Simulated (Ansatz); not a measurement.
Here is an Ansatz 0.2.0 calculation.

input.yaml

```yaml
crystal:
  lattice:
    - [0.0, 2.74797926, 2.74797926]
    - [2.74797926, 0.0, 2.74797926]
    - [2.74797926, 2.74797926, 0.0]
  atoms:
    - { symbol: W, position: [0.0, 0.0, 0.0] }
    - { symbol: Au, position: [0.75, 0.75, 0.75] }
hamiltonian:
  xc: lda
  pseudopotentials: { kind: paw_fr }
magnetization:
  noncollinear: true
  spin_orbit: true
kpoints:
  mp_grid: { grid: [6, 6, 6] }
  band_path:
    path:
      - [[0.0, 0.0, 0.0], [0.5, 0.0, 0.5], [0.5, 0.25, 0.75], [0.375, 0.375, 0.75], [0.0, 0.0, 0.0], [0.5, 0.5, 0.5], [0.625, 0.25, 0.625], [0.5, 0.25, 0.75], [0.5, 0.5, 0.5], [0.375, 0.375, 0.75]]
      - [[0.625, 0.25, 0.625], [0.5, 0.0, 0.5]]
    npoints: 14
scf:
  occupations: { method: fermi_dirac, width: 0.05 }
  n_extra_bands: 6
output:
  forces: true
  stress: true
  eigenvalues: true
  fatbands: false
```

Potentials or basis: Ansatz PAW.

The run is started by

```sh
$ ansatz run input.yaml --threads 2 --pin off --max-ram 5632MiB --backend cpu --events-out ev --progress --plain --runs-dir out
```

Problem. Predict the band gap on the k mesh.

Solution. None (metal or under the smearing width).

Problem. Estimate the pressure.

Solution. 21.7 GPa.

Levels at the corners of the path, in eV from the Fermi level:
| point | band 29 | band 30 | band 31 | band 32 | band 33 | band 34 | band 35 | band 36 |
| --- | --- | --- | --- | --- | --- | --- | --- | --- |
| Γ | -1.15 | -1.15 | -0.80 | -0.80 | -0.80 | -0.80 | 2.17 | 2.17 |
| X | -3.26 | -3.26 | 0.33 | 0.33 | 1.50 | 1.50 | 1.68 | 1.68 |
| W | -1.89 | -1.80 | -1.56 | -1.10 | 0.98 | 1.37 | 1.96 | 2.16 |
| K | -2.39 | -2.35 | -0.39 | -0.20 | 0.25 | 0.79 | 1.55 | 1.69 |
| Γ | -1.15 | -1.15 | -0.80 | -0.80 | -0.80 | -0.80 | 2.17 | 2.17 |
| L | -2.26 | -2.26 | -0.24 | -0.24 | -0.24 | -0.24 | 1.64 | 1.64 |
| U | -2.39 | -2.35 | -0.39 | -0.20 | 0.25 | 0.79 | 1.55 | 1.69 |
| W | -1.89 | -1.80 | -1.56 | -1.10 | 0.98 | 1.37 | 1.96 | 2.16 |
| L | -2.26 | -2.26 | -0.24 | -0.24 | -0.24 | -0.24 | 1.64 | 1.64 |
| K | -2.39 | -2.35 | -0.39 | -0.20 | 0.25 | 0.79 | 1.55 | 1.69 |
| U | -2.39 | -2.35 | -0.39 | -0.20 | 0.25 | 0.79 | 1.55 | 1.69 |
| X | -3.26 | -3.26 | 0.33 | 0.33 | 1.50 | 1.50 | 1.68 | 1.68 |

Caveat: so large a pressure means that the cell lies far from this level's equilibrium, or that cutoff or potentials fall short; the PAW data sets come from PBE, with cores solved anew for the run's functional, which leaves a small shift of forces and pressure.
